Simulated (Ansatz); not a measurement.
# CH2GeN (SMILES N#[C][GeH2]): levels of theory compared

Aim: a comparison of 6 runs (UHF/3-21G, U-wB97X/def2-SVPD, UBHLYP/def2-SVPD, UCAM-B3LYP/def2-SVPD, UPBE/def2-SVPD, UCCSD(T)/def2-SVPD) of CH2GeN. 

Program for the calculation: Ansatz 0.2.0.

57 further runs of the same task are left out: 57 set aside as unsound or not needed.

**1. The molecule**

CH2GeN has 5 atoms, charge 0, and is taken as a doublet. SMILES: `N#[C][GeH2]`. The Ge3–H4 distance was set to 2.301 Å, away from the relaxed value. At this shape a bond of the SMILES string is far longer than usual.

Bond lengths: N1–C2 1.154 Å, C2–Ge3 1.912 Å, Ge3–H5 1.534 Å. Angles: N1–C2–Ge3 175.5°, C2–Ge3–H5 108.2°. A long bond or contact: Ge3–H4 2.301 Å.

**2. The energy at UHF/3-21G (run 1)**

The input, molecule.yaml:

```yaml
crystal:
  periodic: [false, false, false]
  atoms:
    - {symbol: "N", position_ang: [2.262210, -0.659595, 1.271100]}
    - {symbol: C, position_ang: [1.509910, -0.166195, 0.548300]}
    - {symbol: Ge, position_ang: [0.355610, 0.611105, -0.762200]}
    - {symbol: H, position_ang: [-1.658900, -0.498000, -0.695900]}
    - {symbol: H, position_ang: [0.267210, 2.118105, -0.491000]}
basis:
  gaussian:
    orbitals: 3-21G-spherical.json
total_charge: 0
magnetization:
  spin_polarized: true
  initial_magnetization: 1
hamiltonian:
  xc: hf
accuracy: high
output: {orbitals: {seedname: orbitals}}
```

The basis set 3-21G is read from a file made from the Basis Set Exchange's data (not shown).

Run with:

```sh
$ ansatz run molecule.yaml --threads 1 --pin off --max-ram 3480MiB --events-out events.jsonl --progress --plain --runs-dir runs
```

What it wrote:

```text
Warning: RAYON_NUM_THREADS=1 ignored (pool sized by the plan → 1); use --threads N
Functional definition: HF
  name "HF"
  exchange = exact_x
  correlation = 0
814 factors; integrals over basis functions are off by at most 6.1e-9 eV
mean field evaluation 1: about -58724.4822 eV, gradient 1.9e1 eV
mean field evaluation 2: about -58724.7308 eV, gradient 1.9e1 eV
mean field evaluation 4: about -58727.1288 eV, gradient 2.4e0 eV
mean field evaluation 8: about -58727.2846 eV, gradient 7.7e-1 eV
mean field evaluation 16: about -58727.4215 eV, gradient 3.6e-5 eV
mean field evaluation 32: about -58727.3083 eV, gradient 7.6e-1 eV
mean field evaluation 64: about -58727.4194 eV, gradient 1.2e-1 eV
mean field evaluation 96: about -58727.4190 eV, gradient 2.5e-1 eV
mean field -58727.42152924 eV, -2158.1929343237 hartree, gradient 1.6e-8 eV, S^2 1.012780; 0 other end points of the search recorded, 0 dependent functions left out
reference -58727.42152924 eV, -2158.1929343237 hartree; 24, 23 occupied and 20, 21 virtual orbitals, 814 factors
Total energy: -58727.42152924 eV, -2158.1929343237 hartree
```

Wall time 1.5 s (1 thread of Arm Neoverse V2, shared host); peak memory 0.13 GiB.

**3. The energy at U-wB97X/def2-SVPD (run 2)**

The input, job.yaml:

```yaml
crystal:
  periodic: [false, false, false]
  atoms:
    - {symbol: N, position_ang: [2.262210, -0.659595, 1.271100]}
    - {symbol: C, position_ang: [1.509910, -0.166195, 0.548300]}
    - {symbol: Ge, position_ang: [0.355610, 0.611105, -0.762200]}
    - {symbol: H, position_ang: [-1.658900, -0.498000, -0.695900]}
    - {symbol: H, position_ang: [0.267210, 2.118105, -0.491000]}
basis:
  gaussian:
    orbitals: def2-SVPD
magnetization:
  spin_polarized: true
  initial_magnetization: 1
hamiltonian:
  xc: {name: wB97X}
accuracy: high
output:
  orbitals: {seedname: orbitals}
```

Run with:

```sh
$ ansatz run job.yaml --threads 1 --pin off --max-ram 3480MiB --events-out events.jsonl --progress --plain --runs-dir runs
```

What it wrote, cut to the lines that bear on the results:

```text
Warning: RAYON_NUM_THREADS=1 ignored (pool sized by the plan → 1); use --threads N
Functional definition: wB97X
  name "wB97X"
[...]
      + exact_x_lr(omega)
[...]
      + integral(e_c_pw_opposite_spin*poly(b97_u_opposite, 1, cos1, cos2, cos3, cos4))
1840 factors; integrals over basis functions are off by at most 4.5e-9 eV
409 factors; integrals over basis functions are off by at most 2.5e-9 eV
[...]
mean field -59065.29061360 eV, -2170.6093941577 hartree, gradient 6.4e-8 eV, S^2 0.804745; 2 other end points of the search recorded, 0 dependent functions left out
reference -59065.29061055 eV, -2170.6093940457 hartree; 24, 23 occupied and 70, 71 virtual orbitals, 1840 factors
Total energy: -59065.29061055 eV, -2170.6093940457 hartree
```

Run time: 63 s. Hardware: 1 thread of Arm Neoverse V2, shared host; peak memory 0.77 GiB.

Runs 3 to 5 aren't shown in full; the table further down has their settings and results.

**4. A single-point energy at UCCSD(T)/def2-SVPD (run 6)**

The input, run.yaml:

```yaml
crystal:
  periodic: [false, false, false]
  atoms:
    - {symbol: N, position_ang: [2.262210, -0.659595, 1.271100]}
    - {symbol: C, position_ang: [1.509910, -0.166195, 0.548300]}
    - {symbol: Ge, position_ang: [0.355610, 0.611105, -0.762200]}
    - {symbol: H, position_ang: [-1.658900, -0.498000, -0.695900]}
    - {symbol: H, position_ang: [0.267210, 2.118105, -0.491000]}
basis:
  gaussian:
    orbitals: def2-SVPD
magnetization:
  spin_polarized: true
  initial_magnetization: 1
correlation:
  method: ccsd_t
  frozen_orbitals: {C: 1, Ge: 9, H: 0, "N": 1}
accuracy: high
scf:
  omitted_lower_state_checks: [cluster_reference, increment]
```

Run with:

```sh
$ ansatz run run.yaml --threads 1 --pin off --max-ram 3480MiB --events-out events.jsonl --progress --plain --runs-dir runs
```

What it wrote:

```text
Warning: RAYON_NUM_THREADS=1 ignored (pool sized by the plan → 1); use --threads N
[... 13 lines left out ...]
11 core orbitals not correlated: weight in the atoms' cores, before any rotation towards them, 1.000 or more for the frozen orbitals, at most 0.000 for the correlated occupied ones
[... 39 lines left out ...]
Total energy: -59019.94765193 eV, -2168.9430710512 hartree
Checks for a lower state left out: cluster_reference, increment
```

It took 2.1 min on 1 thread of Arm Neoverse V2, shared host; peak memory 1.1 GiB.

**5. The series**

```csv
run,level,frozen core orbitals,energy (Eh),HOMO energy (eV),LUMO energy (eV),⟨S²⟩,wall time
1,UHF/3-21G,–,-2158.192934,-9.73,-0.29,1.013,1.5 s
2,U-wB97X/def2-SVPD,–,-2170.609394,-9.46,-2.60,0.805,63 s
3,UBHLYP/def2-SVPD,–,-2170.520958,-8.33,-3.31,0.841,14 s
4,UCAM-B3LYP/def2-SVPD,–,-2170.673092,-8.59,-3.22,0.817,17 s
5,UPBE/def2-SVPD,–,-2170.179133,-6.27,-5.09,0.761,9.3 s
6,UCCSD(T)/def2-SVPD,11,-2168.943071,–,–,1.028,2.1 min
```

**6. Summary of results**

| quantity | value |
| --- | --- |
| run 6: total energy | -2168.94307 Eh |
| run 6: correlation energy (11 core orbitals frozen) | -540.8 mEh |
| run 6: (T) correction | -22.66 mEh |
| run 6: ⟨S²⟩ of the reference determinant | 1.028 |
| run 6: T1 diagnostic | 0.039 |

What this shows: Totals of different functionals can't be ranked against each other. Spin contamination of the reference: run 6 ⟨S²⟩ = 1.03, run 1 ⟨S²⟩ = 1.01. All runs together took 3.8 min, the longest 2.1 min.
